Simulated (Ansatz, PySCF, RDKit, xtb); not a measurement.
# Isomers of C2H8AlClGe, a sample narrowed down, part 2 of 2

A sample of isomers of C2H8AlClGe is drawn. Aim: find which of them has the lowest free energy at 298.15 K, then its properties. The sample is small against all isomers, and the most stable one of this formula need not be in it.

xtb, Ansatz and PySCF; isolated molecules. The steps go on from the part before.

### 10 c531c at MP2/def2-TZVPP

input.yaml

```yaml
crystal:
  periodic: [false, false, false]
  atoms:
    - {symbol: C, position_ang: [-0.989508, -1.172735, 0.201669]}
    - {symbol: C, position_ang: [1.443119, 1.211996, 0.837626]}
    - {symbol: Al, position_ang: [0.015912, 0.004432, 1.390057]}
    - {symbol: Cl, position_ang: [-0.485480, -0.034634, 3.458822]}
    - {symbol: Ge, position_ang: [3.218284, 0.378253, 0.598240]}
    - {symbol: H, position_ang: [-2.041966, -0.844518, 0.134072]}
    - {symbol: H, position_ang: [-0.580521, -1.196552, -0.821612]}
    - {symbol: H, position_ang: [-1.009904, -2.206340, 0.587179]}
    - {symbol: H, position_ang: [1.566059, 2.026166, 1.571494]}
    - {symbol: H, position_ang: [1.184051, 1.670892, -0.133485]}
    - {symbol: H, position_ang: [3.147666, -0.723369, -0.485091]}
    - {symbol: H, position_ang: [3.688920, -0.274777, 1.917494]}
    - {symbol: H, position_ang: [4.268679, 1.424522, 0.163000]}
basis:
  gaussian:
    orbitals: def2-TZVPP
correlation:
  method: mp2
  frozen_orbitals: {Al: 5, C: 1, Ge: 9, Cl: 5, H: 0}
```

The run is started by

```sh
$ ansatz run input.yaml --threads 2 --pin off --max-ram 5220MiB --events-out events.jsonl --progress --plain --runs-dir runs
```

Standard output:

```text
Warning: RAYON_NUM_THREADS=2 ignored (pool sized by the plan → 2); use --threads N
Functional definition: HF
  name "HF"
  exchange = exact_x
  correlation = 0
1795 factors; integrals over basis functions are off by at most 1.3e-3 eV
mean field evaluation 1: about -77747.8362 eV, gradient 3.6e1 eV
mean field evaluation 2: about -77747.9828 eV, gradient 3.7e1 eV
mean field evaluation 4: about -77751.5348 eV, gradient 3.5e0 eV
mean field evaluation 8: about -77751.5869 eV, gradient 2.2e-1 eV
mean field -77751.58718025 eV, -2857.3181269555 hartree, gradient 3.4e-6 eV, S^2 0.000000; 0 other end points of the search recorded, 0 dependent functions left out
21 core orbitals not correlated: weight in the atoms' cores, before any rotation towards them, 1.000 or more for the frozen orbitals, at most 0.000 for the correlated occupied ones
reference -77751.58718025 eV, -2857.3181269555 hartree; 20, 20 occupied and 265, 265 virtual orbitals, 1795 factors
second order -24.06464758 eV of doubles, -0.00000000 eV of singles
Total energy: -77775.65182783 eV, -2858.2024864426 hartree
```

Wall time 19 s (2 threads of Intel Xeon Platinum 8259CL at 2.50GHz (Skylake/Cascade Lake), shared host); peak memory 0.92 GiB.

### 11 c912b at CCSD(T)/def2-SVP

input.yaml

```yaml
crystal:
  periodic: [false, false, false]
  atoms:
    - symbol: C
      position_ang: [-1.108050, -0.604145, 0.751304]
    - symbol: C
      position_ang: [2.039173, 0.593245, 0.124251]
    - symbol: Al
      position_ang: [0.183390, 0.222874, -0.466232]
    - symbol: Cl
      position_ang: [1.263996, 2.286410, 0.563230]
    - symbol: Ge
      position_ang: [2.932576, -0.148955, 1.713272]
    - symbol: H
      position_ang: [-2.114188, -0.168859, 0.626473]
    - symbol: H
      position_ang: [-1.204411, -1.684303, 0.536869]
    - symbol: H
      position_ang: [-0.826107, -0.505376, 1.812205]
    - symbol: H
      position_ang: [-0.136237, 0.541641, -1.985272]
    - symbol: H
      position_ang: [2.765982, 0.835373, -0.664049]
    - symbol: H
      position_ang: [3.554756, -1.500244, 1.294569]
    - symbol: H
      position_ang: [1.900998, -0.379077, 2.833331]
    - symbol: H
      position_ang: [4.042373, 0.793900, 2.224493]
basis:
  gaussian: {orbitals: def2-SVP}
correlation: {method: ccsd_t, frozen_orbitals: {Al: 5, C: 1, Ge: 9, Cl: 5, H: 0}}
```

The run is started by

```sh
$ ansatz run input.yaml --threads 2 --pin off --max-ram 5220MiB --events-out events.jsonl --progress --plain --runs-dir runs
```

Standard output, shortened:

```text
Warning: RAYON_NUM_THREADS=2 ignored (pool sized by the plan → 2); use --threads N
[... 2 set-up lines as earlier in the session ...]
[...]
1340 factors; integrals over basis functions are off by at most 1.4e-3 eV
[...]
mean field -77732.75802139 eV, -2856.6261681303 hartree, gradient 1.9e-6 eV, S^2 0.000000; 0 other end points of the search recorded, 0 dependent functions left out
21 core orbitals not correlated: weight in the atoms' cores, before any rotation towards them, 1.000 or more for the frozen orbitals, at most 0.000 for the correlated occupied ones
reference -77732.75802139 eV, -2856.6261681303 hartree; 20, 20 occupied and 95, 95 virtual orbitals, 1340 factors
second order -19.61251324 eV of doubles, -0.00000000 eV of singles
cycle   1  -20.47527602 eV  change   -8.6e-1 eV  update   1.1e-1
[...]
cycle   9  -21.22102279 eV  change    2.4e-6 eV  update   2.1e-5
perturbative correction -0.62413753 eV, -0.0229366312 hartree
Total energy: -77754.60318171 eV, -2857.4289629648 hartree
```

Wall time 31 s (2 threads of Intel Xeon Platinum 8259CL at 2.50GHz (Skylake/Cascade Lake), shared host); peak memory 0.87 GiB.

### 12 Free energies and the winner

Energies in kcal/mol from c531c; G adds the thermal terms to the CCSD(T)/def2-SVP + MP2/def2-TZVPP - MP2/def2-SVP energy. The columns left of the relaxed level are at the tight-binding geometries.

```
label                        SMILES     spin  GFN2-xTB  HF/STO-3G  r2SCAN-D4/def2-SVP  B3LYP/def2-SVP  HF/def2-SVP  MP2/def2-SVP  CCSD(T)/def2-SVP + MP2/def2-TZVPP - MP2/def2-SVP     G  share at equilibrium     T1
c531c    [CH3][Al]([Cl])[CH2][GeH3]  singlet       0.0        0.0                 0.0             0.0          0.0           0.0                                               0.0   0.0               100.0 %  0.010
c912b  [CH3][AlH]1[Cl][CH]1[GeH3] ‡  singlet      38.3       72.9                62.1            57.8         62.3          60.7                                              57.0  56.0               < 0.1 %  0.011
```

‡ marks the bonded skeleton alone, with all bonds drawn single: no Lewis structure was assigned that passes a check against the bond lengths.

Lowest found: c531c, `[CH3][Al]([Cl])[CH2][GeH3]`, a singlet. Bond lengths: C1–Al3 1.952 Å, C2–Al3 1.949 Å, Al3–Cl4 2.129 Å, C2–Ge5 1.976 Å, C1–H6 1.105 Å, C1–H7 1.102 Å, C1–H8 1.103 Å, C2–H9 1.103 Å, C2–H10 1.105 Å, Ge5–H11 1.547 Å, Ge5–H12 1.545 Å, Ge5–H13 1.545 Å. Some angles: C1–Al3–C2 125.3°, C1–Al3–Cl4 117.3°, C2–Al3–Cl4 117.3°, Al3–C2–Ge5 115.5°, Al3–C1–H6 110.4°, Al3–C1–H7 112.8°, Al3–C1–H8 111.2°, Al3–C2–H9 110.5°, Al3–C2–H10 109.6°, Ge5–C2–H9 107.0°.

```xyz
13

C    -0.9895   -1.1727    0.2017
C     1.4431    1.2120    0.8376
Al    0.0159    0.0044    1.3901
Cl   -0.4855   -0.0346    3.4588
Ge    3.2183    0.3783    0.5982
H    -2.0420   -0.8445    0.1341
H    -0.5805   -1.1966   -0.8216
H    -1.0099   -2.2063    0.5872
H     1.5661    2.0262    1.5715
H     1.1841    1.6709   -0.1335
H     3.1477   -0.7234   -0.4851
H     3.6889   -0.2748    1.9175
H     4.2687    1.4245    0.1630
```

### 13 Density, orbitals and dipole (PBE0/def2-SVPD)

input.yaml

```yaml
crystal:
  periodic: [false, false, false]
  atoms:
    - {symbol: C, position_ang: [-0.989508, -1.172735, 0.201669]}
    - {symbol: C, position_ang: [1.443119, 1.211996, 0.837626]}
    - {symbol: Al, position_ang: [0.015912, 0.004432, 1.390057]}
    - {symbol: Cl, position_ang: [-0.485480, -0.034634, 3.458822]}
    - {symbol: Ge, position_ang: [3.218284, 0.378253, 0.598240]}
    - {symbol: H, position_ang: [-2.041966, -0.844518, 0.134072]}
    - {symbol: H, position_ang: [-0.580521, -1.196552, -0.821612]}
    - {symbol: H, position_ang: [-1.009904, -2.206340, 0.587179]}
    - {symbol: H, position_ang: [1.566059, 2.026166, 1.571494]}
    - {symbol: H, position_ang: [1.184051, 1.670892, -0.133485]}
    - {symbol: H, position_ang: [3.147666, -0.723369, -0.485091]}
    - {symbol: H, position_ang: [3.688920, -0.274777, 1.917494]}
    - {symbol: H, position_ang: [4.268679, 1.424522, 0.163000]}
basis:
  gaussian:
    orbitals: def2-SVPD
total_charge: 0
hamiltonian:
  xc: {name: PBE0}
output: {forces: true, orbitals: {seedname: orbitals}}
```

The run is started by

```sh
$ ansatz run input.yaml --threads 2 --pin off --max-ram 5220MiB --events-out events.jsonl --progress --plain --runs-dir runs
```

Standard output, shortened:

```text
Warning: RAYON_NUM_THREADS=2 ignored (pool sized by the plan → 2); use --threads N
Functional definition: PBE0
  name "PBE0"
[...]
1863 factors; integrals over basis functions are off by at most 1.3e-3 eV
[...]
mean field -77813.30094311 eV, -2859.5860659096 hartree, gradient 6.8e-5 eV, S^2 0.000000; 0 other end points of the search recorded, 0 dependent functions left out
[...]
reference -77813.30098952 eV, -2859.5860676152 hartree; 41, 41 occupied and 152, 152 virtual orbitals, 1863 factors
Total energy: -77813.30098952 eV, -2859.5860676152 hartree
Atom 0 at    -0.989508    -1.172735     0.201669 Å, force    -0.008662     0.019284     0.054181 eV/Å
Atom 1 at     1.443119     1.211996     0.837626 Å, force     0.148530    -0.088053     0.021433 eV/Å
Atom 2 at     0.015912     0.004432     1.390057 Å, force     0.071168    -0.008886    -0.215154 eV/Å
Atom 3 at    -0.485480    -0.034634     3.458822 Å, force    -0.006499     0.001755     0.058156 eV/Å
Atom 4 at     3.218284     0.378253     0.598240 Å, force    -0.117724     0.031832     0.030751 eV/Å
Atom 5 at    -2.041966    -0.844518     0.134072 Å, force     0.057374    -0.031710     0.000286 eV/Å
Atom 6 at    -0.580521    -1.196552    -0.821612 Å, force    -0.013223     0.009965     0.055074 eV/Å
Atom 7 at    -1.009904    -2.206340     0.587179 Å, force    -0.005576     0.056109    -0.022492 eV/Å
Atom 8 at     1.566059     2.026166     1.571494 Å, force    -0.006506    -0.019915    -0.019020 eV/Å
Atom 9 at     1.184051     1.670892    -0.133485 Å, force    -0.002174    -0.019753     0.025817 eV/Å
Atom 10 at     3.147666    -0.723369    -0.485091 Å, force    -0.010270     0.059834     0.054300 eV/Å
Atom 11 at     3.688920    -0.274777     1.917494 Å, force    -0.035167     0.038116    -0.066324 eV/Å
Atom 12 at     4.268679     1.424522     0.163000 Å, force    -0.071271    -0.048578     0.022992 eV/Å
Dipole moment:     0.006459     0.094010    -0.433604 e Å
```

It took 14 s on 2 threads of Intel Xeon Platinum 8259CL at 2.50GHz (Skylake/Cascade Lake), shared host; peak memory 0.67 GiB.

### 14 Electronic excitations (TD-PBE0/def2-SVPD)

An in-house driver calls PySCF's response routines at TD-PBE0/def2-SVPD; it has no typed input.

Standard output:

```text
coarse grid: 50224 points
cycle   1  E = -2859.5124822315  dE = -6.271e-01  |g| = 5.894e-01  |ddm| = 3.985e+00
cycle   2  E = -2859.4907941368  dE =  2.169e-02  |g| = 6.612e-01  |ddm| = 1.351e+00
cycle   3  E = -2859.5855617689  dE = -9.477e-02  |g| = 4.516e-02  |ddm| = 7.259e-01
cycle   4  E = -2859.5860631338  dE = -5.014e-04  |g| = 2.247e-02  |ddm| = 9.628e-02
cycle   5  E = -2859.5862025034  dE = -1.394e-04  |g| = 3.534e-03  |ddm| = 3.026e-02
cycle   6  E = -2859.5862058165  dE = -3.313e-06  |g| = 1.102e-03  |ddm| = 6.209e-03
final grid: 102072 points
cycle   7  E = -2859.5861445522  dE =  1.166e-07  |g| = 1.339e-03  |ddm| = 4.373e-03
cycle   8  E = -2859.5861442142  dE =  3.380e-07  |g| = 1.732e-03  |ddm| = 3.718e-03
cycle   9  E = -2859.5861450512  dE = -8.371e-07  |g| = 1.087e-04  |ddm| = 2.020e-03
cycle  10  E = -2859.5861450545  dE = -3.257e-09  |g| = 1.417e-05  |ddm| = 1.584e-04
cycle  11  E = -2859.5861450545  dE = -3.911e-11  |g| = 3.382e-06  |ddm| = 2.648e-05
converged SCF energy = -2859.5861450545

Static polarisability (au): isotropic 96.693, principal 82.802 95.228 112.049

Singlet excitations
state   eV       nm        f      main configurations
  1   5.6319    220.1   0.01715   H->L 0.97
  2   6.4170    193.2   0.14016   H->L+1 0.98
  3   6.8656    180.6   0.07312   H-1->L 0.75, H-2->L 0.16
  4   6.9317    178.9   0.03430   H-3->L 0.41, H-2->L 0.36, H-1->L 0.16
  5   7.0521    175.8   0.01045   H-2->L 0.43, H-3->L 0.42
  6   7.2304    171.5   0.01677   H-4->L 0.81
  7   7.3544    168.6   0.00339   H-5->L 0.84
  8   7.3990    167.6   0.04882   H-1->L+1 0.77

Triplet excitations (Tamm-Dancoff, eV): 5.3061 5.9459 6.3608
```

It took 29 s on 2 threads of Intel Xeon Platinum 8259CL at 2.50GHz (Skylake/Cascade Lake), shared host; peak memory 0.83 GiB.

The roots found:

```
excited state  energy (eV)  strength
            1        5.632    0.0171
            2        6.417    0.1402
            3        6.866    0.0731
            4        6.932    0.0343
            5        7.052    0.0104
            6        7.230    0.0168
            7        7.354    0.0034
            8        7.399    0.0488
```

### 15 NMR shieldings (GIAO PBE0/pcSseg-1)

An in-house driver calls PySCF's response routines at GIAO PBE0/pcSseg-1; it has no typed input.

Standard output:

```text
coarse grid: 50224 points
cycle   1  E = -2859.7522795078  dE = -6.611e-01  |g| = 9.646e-01  |ddm| = 3.227e+00
cycle   2  E = -2859.7195063024  dE =  3.277e-02  |g| = 9.901e-01  |ddm| = 1.126e+00
cycle   3  E = -2859.8531549479  dE = -1.336e-01  |g| = 8.543e-02  |ddm| = 6.751e-01
cycle   4  E = -2859.8543465814  dE = -1.192e-03  |g| = 4.135e-02  |ddm| = 1.062e-01
cycle   5  E = -2859.8548047010  dE = -4.581e-04  |g| = 3.989e-03  |ddm| = 4.175e-02
cycle   6  E = -2859.8548082217  dE = -3.521e-06  |g| = 1.976e-03  |ddm| = 5.954e-03
final grid: 102072 points
cycle   7  E = -2859.8547816081  dE =  3.490e-07  |g| = 2.387e-03  |ddm| = 4.124e-03
cycle   8  E = -2859.8547808502  dE =  7.579e-07  |g| = 3.001e-03  |ddm| = 4.705e-03
cycle   9  E = -2859.8547828962  dE = -2.046e-06  |g| = 1.955e-04  |ddm| = 2.567e-03
cycle  10  E = -2859.8547829059  dE = -9.677e-09  |g| = 3.308e-05  |ddm| = 2.110e-04
cycle  11  E = -2859.8547829061  dE = -2.033e-10  |g| = 2.890e-06  |ddm| = 2.498e-05
converged SCF energy = -2859.8547829061

GIAO shielding tensors (ppm)
atom      isotropic    diamagn.    paramagn.     s11        s22        s33       span
  0 C      191.891     253.431     -61.540    187.934    189.920    197.819      9.885
  1 C      191.930     255.831     -63.901    182.021    188.548    205.221     23.200
  2 Al     310.587     797.002    -486.415    208.439    318.126    405.196    196.757
  3 Cl     884.747    1149.177    -264.430    715.536    945.886    992.818    277.283
  4 Ge    1556.168    2754.488   -1198.320   1490.564   1513.004   1664.936    174.372
  5 H       31.409      30.180       1.228     27.068     28.352     38.806     11.738
  6 H       31.451      32.155      -0.705     26.496     29.710     38.145     11.649
  7 H       31.340      29.518       1.822     27.064     28.523     38.433     11.369
  8 H       31.447      29.475       1.972     25.807     29.356     39.176     13.369
  9 H       31.613      32.890      -1.277     26.191     29.293     39.356     13.164
 10 H       27.288      28.233      -0.945     20.819     23.394     37.650     16.831
 11 H       27.253      27.289      -0.036     20.662     23.406     37.691     17.029
 12 H       27.055      26.666       0.389     20.611     21.848     38.707     18.096
```

It took 19 s on 2 threads of Intel Xeon Platinum 8259CL at 2.50GHz (Skylake/Cascade Lake), shared host; peak memory 1.1 GiB.

Isotropic shieldings, averaged over atoms that the bond graph makes equivalent (absolute, not shifts):

```
        atoms  shielding (ppm)
           C1            191.9
           C2            191.9
          Al3            310.6
          Cl4            884.7
          Ge5           1556.2
   H6, H7, H8            31.40
      H9, H10            31.53
H11, H12, H13            27.20
```

### 16 The cation at the same geometry (PBE0/def2-SVPD)

input.yaml: that of step 13 with these lines changed.

```diff
@@ -19,5 +19,7 @@
     orbitals: def2-SVPD
-total_charge: 0
+total_charge: 1
+magnetization:
+  spin_polarized: true
+  initial_magnetization: 1
 hamiltonian:
-  xc: {name: PBE0}
-output: {forces: true, orbitals: {seedname: orbitals}}
+  xc: pbe0
```

The run is started by

```sh
$ ansatz run input.yaml --threads 2 --pin off --max-ram 5220MiB --events-out events.jsonl --progress --plain --runs-dir runs
```

Standard output:

```text
Warning: RAYON_NUM_THREADS=2 ignored (pool sized by the plan → 2); use --threads N
[... 2 set-up lines as earlier in the session ...]
  parameter a = 0.25
  parameter kappa = 0.804
  parameter beta = 0.06672455060314922
  exchange = (1 - a)*pbe_x(kappa = kappa, mu = beta*pi^2/3) + a*exact_x
  correlation = pbe_c(beta = beta)
1825 factors; their error is unknown
mean field evaluation 1: about -77786.2105 eV, gradient 5.6e1 eV
mean field evaluation 2: about -77754.5037 eV, gradient 8.3e1 eV
mean field evaluation 4: about -77801.2824 eV, gradient 1.6e1 eV
mean field evaluation 8: about -77803.2918 eV, gradient 7.1e-1 eV
mean field evaluation 16: about -77803.6007 eV, gradient 6.5e-3 eV
mean field -77803.60068427 eV, -2859.2295879722 hartree, gradient 6.5e-5 eV, S^2 0.760148; 2 other end points of the search recorded, 0 dependent functions left out
reference -77803.60072940 eV, -2859.2295896307 hartree; 41, 40 occupied and 152, 153 virtual orbitals, 1825 factors
Total energy: -77803.60072940 eV, -2859.2295896307 hartree
```

It took 24 s on 2 threads of Intel Xeon Platinum 8259CL at 2.50GHz (Skylake/Cascade Lake), shared host; peak memory 0.96 GiB.

Difference from the parent: 9.70 eV.

### 17 The anion at the same geometry (PBE0/def2-SVPD)

input.yaml: that of step 16 with these lines changed.

```diff
@@ -1 +1,4 @@
+basis:
+  gaussian:
+    orbitals: def2-SVPD
 crystal:
@@ -16,6 +19,3 @@
     - {symbol: H, position_ang: [4.268679, 1.424522, 0.163000]}
-basis:
-  gaussian:
-    orbitals: def2-SVPD
-total_charge: 1
+total_charge: -1
 magnetization:
@@ -24,2 +24,4 @@
 hamiltonian:
-  xc: pbe0
+  xc: {name: PBE0}
+scf:
+  lower_state_search: off
```

The run is started by

```sh
$ ansatz run input.yaml --threads 2 --pin off --max-ram 5220MiB --events-out events.jsonl --progress --plain --runs-dir runs
```

Standard output, shortened:

```text
Warning: RAYON_NUM_THREADS=2 ignored (pool sized by the plan → 2); use --threads N
[... 2 set-up lines as earlier in the session ...]
[...]
1825 factors; their error is unknown
[...]
mean field -77812.91452745 eV, -2859.5718653958 hartree, gradient 2.5e-6 eV, S^2 0.754973; 0 other end points of the search recorded, 0 dependent functions left out
reference -77812.91458082 eV, -2859.5718673573 hartree; 42, 41 occupied and 151, 152 virtual orbitals, 1825 factors
Total energy: -77812.91458082 eV, -2859.5718673573 hartree
Checks for a lower state left out: stability, starts, cluster_reference, orbital_swaps, neighbouring_geometries, increment
```

Wall time 18 s (2 threads of Intel Xeon Platinum 8259CL at 2.50GHz (Skylake/Cascade Lake), shared host); peak memory 0.97 GiB.

Parent less the species with the added electron: -0.39 eV. The extra electron isn't bound at this geometry, so the number measures the basis, not the molecule.

### 18 The triplet at the same geometry (PBE0/def2-SVPD)

input.yaml: that of step 17 with these lines changed.

```diff
@@ -19,9 +19,6 @@
     - {symbol: H, position_ang: [4.268679, 1.424522, 0.163000]}
-total_charge: -1
 magnetization:
   spin_polarized: true
-  initial_magnetization: 1
+  initial_magnetization: 2
 hamiltonian:
   xc: {name: PBE0}
-scf:
-  lower_state_search: off
```

The run is started by

```sh
$ ansatz run input.yaml --threads 2 --pin off --max-ram 5220MiB --events-out events.jsonl --progress --plain --runs-dir runs
```

Standard output, shortened:

```text
Warning: RAYON_NUM_THREADS=2 ignored (pool sized by the plan → 2); use --threads N
[... 7 set-up lines as earlier in the session ...]
1825 factors; their error is unknown
mean field evaluation 1: about -77794.3110 eV, gradient 4.7e1 eV
mean field evaluation 2: about -77773.5200 eV, gradient 7.1e1 eV
mean field evaluation 4: about -77805.9896 eV, gradient 1.2e1 eV
mean field evaluation 8: about -77807.1218 eV, gradient 1.0e0 eV
mean field evaluation 16: about -77808.0340 eV, gradient 2.3e-1 eV
mean field evaluation 32: about -77807.9903 eV, gradient 2.3e0 eV
mean field -77808.03692214 eV, -2859.3926167070 hartree, gradient 3.0e-5 eV, S^2 2.006100; 6 other end points of the search recorded, 0 dependent functions left out
reference -77808.03697866 eV, -2859.3926187842 hartree; 42, 40 occupied and 151, 153 virtual orbitals, 1825 factors
Total energy: -77808.03697866 eV, -2859.3926187842 hartree
```

Run time: 34 s. Hardware: 2 threads of Intel Xeon Platinum 8259CL at 2.50GHz (Skylake/Cascade Lake), shared host; peak memory 0.96 GiB.

It lies 5.26 eV above the singlet.

### 19 Outcome

What follows sums up all 2 parts.

| quantity | value |
| --- | --- |
| lowest structure found | [CH3][Al]([Cl])[CH2][GeH3], singlet |
| next finalist | [CH3][AlH]1[Cl][CH]1[GeH3] ‡, singlet, 56.0 kcal/mol higher in G |
| share at equilibrium, among the finalists | 100.0 % |
| funnel | 13 starts, 10 minima at GFN2-xTB, 6 screening runs, 3 relaxed, 2 ranked |
| CPU time of all runs | 35 min |
| dipole moment (PBE0/def2-SVPD) | 2.13 D |
| HOMO energy (PBE0/def2-SVPD) | -7.97 eV |
| LUMO energy (PBE0/def2-SVPD) | -0.96 eV |
| HOMO–LUMO gap (PBE0/def2-SVPD) | 7.01 eV |
| lowest excitation (TD-PBE0/def2-SVPD) | 5.63 eV (f = 0.017) |
| strongest of the states computed, same level | 6.42 eV (f = 0.140) |
| lowest triplet excitation, same level, Tamm-Dancoff | 5.31 eV |
| vertical ionisation energy | 9.70 eV |
| vertical electron affinity | -0.39 eV (unbound: the value depends on the basis) |
| vertical triplet less singlet | +5.26 eV |

The search ends on `[CH3][Al]([Cl])[CH2][GeH3]`. Among the finalists first place is clear (56.0 kcal/mol); structures outside the list aren't covered. GFN2-xTB, HF/STO-3G, r2SCAN-D4/def2-SVP, B3LYP/def2-SVP, HF/def2-SVP and MP2/def2-SVP already put its bonding pattern lowest among the structures in one piece. The largest share of the time went into the relaxations (47 %). One minimum inside the window was never screened. Lowest found is not proven lowest: the search is finite, and each finalist counts with one conformer. Only 4 drawn patterns were tried, so whole families of isomers are missing, and the result ranks this sample alone.

‡ marks the bonded skeleton alone, with all bonds drawn single: no Lewis structure was assigned that passes a check against the bond lengths.
